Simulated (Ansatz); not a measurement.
# Se: the cost of one run

Program: Ansatz 0.2.0 through its Python package. Level of theory: DFT r2SCAN, plane waves, PAW. These are calculated values, not measurements.

## Step 1: The structure

The structure is orthorhombic, space group Cmcm (No. 63). Conventional cell: a = 2.789 Å, b = 8.078 Å, c = 4.613 Å, α = 90.00°, β = 90.00°, γ = 90.00°. Se (site symmetry m2m) is surrounded by 4 Se at 2.53 to 2.79 Å.

No structure file is read: the coordinates are typed or built in the script.

## Step 2: Script

The input, fold_se.py:

```python
import ansatz

lattice = ansatz.Lattice.of(
    [1.39426943, -4.03900277, 0.0],
    [1.39426943, 4.03900277, 0.0],
    [0.0, 0.0, 4.6134314],
)
sites = [
    ("Se", [0.93565532, 0.06434468, 0.25]),
    ("Se", [0.06434468, 0.93565532, 0.75]),
]
system = ansatz.Crystal(lattice=lattice)
for symbol, position in sites:
    system = system.atom(symbol, position)

mesh = (4, 4, 4)
rows = []
for repeats in [(1, 1, 1), (1, 1, 2)]:
    calculation = system.supercell(*repeats).calculation()
    calculation = calculation.functional("r2scan")
    calculation = calculation.occupations(ansatz.OccupationsMethod.FERMI_DIRAC, width=0.05)
    calculation = calculation.pseudopotentials("paw")
    calculation = calculation.kpoints(*(k // n for k, n in zip(mesh, repeats)))
    data = calculation.run().report
    n = len(data["lattice"]["sites"])
    rows.append((repeats, n, data["free_energy_ev"] / n, data["fermi_energy_ev"], data["n_kpoints"], data["n_symmetry_ops"]))
for row in rows:
    print("; ".join(f"{name} = {round(v, 4) if isinstance(v, float) else v}" for name, v in zip(["repeats", "atoms", "F/atom eV", "Fermi level eV", "k-points", "symmetry operations"], row)))
```

## Step 3: The calls as engine input

The package turns the script's settings into the engine's input (first run):

```yaml
crystal:
  lattice:
    - [1.39426943, -4.03900277, 0.0]
    - [1.39426943, 4.03900277, 0.0]
    - [0.0, 0.0, 4.6134314]
  atoms:
    - { symbol: Se, position: [0.93565532, 0.06434468, 0.25] }
    - { symbol: Se, position: [0.06434468, 0.93565532, 0.75] }
kpoints:
  mp_grid:
    grid: [4, 4, 4]
hamiltonian:
  xc: r2scan
  pseudopotentials:
    kind: paw
scf:
  occupations:
    method: fermi_dirac
    width: 0.05
```

## Step 4: The run

Run with:

```
> python fold_se.py
```

**Question.** How long does this script take on 1 thread of Intel Xeon 6975P-C (Granite Rapids), shared host, and how much memory does it need?

About 8.3 s, with a peak of 0.66 GiB.
